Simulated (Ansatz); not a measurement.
**GeHO (doublet): wave-function methods side by side, cc-pVDZ**

One table from this session's results is given with a row withheld; the runs are named, their logs left out.

Program: Ansatz 0.2.0, Gaussian basis. Level of theory: cc-pVDZ, core rule «outside noble gas», up to 15 orbitals frozen. These are calculated values, not measurements.

Plan: UHF; CCSD(T) on ROHF; CCSD(T) on UHF; BCCD(T) on ROHF; CISD; CCSDT(Q) on ROHF; CCSDT(Q) on UHF; CCSDTQ on ROHF; CCSDTQ on UHF.

7 further runs of the same task are left out: 4 for a known fault of the program, 3 set aside as unsound or not needed.

## What is computed

The geometry is a PBE0/def2-TZVP stationary point (not a proven minimum). No spin-orbit coupling is included. The filled d shell of Ge may be among the frozen orbitals whatever the setting's name suggests; the logs give the count.

3 atoms, charge 0, spin multiplicity 2.

Atoms are counted from 1 here; the program's logs count them from 0.

Bond lengths: Ge1–O2 1.651 Å, Ge1–H3 1.599 Å. Angles: O2–Ge1–H3 112.9°.

The first run:

in.yaml

```yaml
crystal:
  periodic: [false, false, false]
  atoms:
    - {symbol: Ge, position_ang: [0.000000, -0.040516, 0.285357]}
    - {symbol: O, position_ang: [0.000000, 0.097280, -1.360296]}
    - {symbol: H, position_ang: [0.000000, 1.375714, 1.027442]}
basis:
  gaussian: {orbitals: cc-pVDZ}
magnetization: {spin_polarized: true, initial_magnetization: 1}
hamiltonian: {xc: hf}
output: {orbitals: {seedname: orbitals}}
```

The run is started by

```sh
> ansatz run in.yaml --threads 1 --pin off --events-out ev --progress --plain --max-ram 2560MiB --backend cpu
```

Steps of the session up to this table: UHF; CCSD(T) on ROHF; CCSD(T) on UHF; BCCD(T) on ROHF; CISD; CCSDT(Q) on ROHF; CCSDT(Q) on UHF; CCSDTQ on ROHF; CCSDTQ on UHF.

One of the session's tables, all rows but one given; the rest of the session is left out.

```
   method  from UCCSDTQ (meV)
     ROHF             +8177.5
      UHF             +7942.8
     RMP2             +1733.9
     UMP2             +1539.0
    RCCSD              +412.3
    UCCSD                   ?
 RCCSD(T)              +131.0
 UCCSD(T)              +125.9
  BCCD(T)               +79.7
   RCCSDT               +47.2
   UCCSDT               +44.8
RCCSDT(Q)               -28.3
UCCSDT(Q)               -22.7
  RCCSDTQ                +1.3
  UCCSDTQ                   0
```

Estimate the missing values for UCCSD.

The run gave: from UCCSDTQ (meV): +401.3. In the column «from UCCSDTQ (meV)» it lies between RCCSD(T) (+131.0) and RCCSD (+412.3).

Caveats from the session: Restricted and unrestricted rows rest on different reference determinants; where their highest levels disagree by more than a few hundredths of an eV, they describe different states and don't form one ladder.
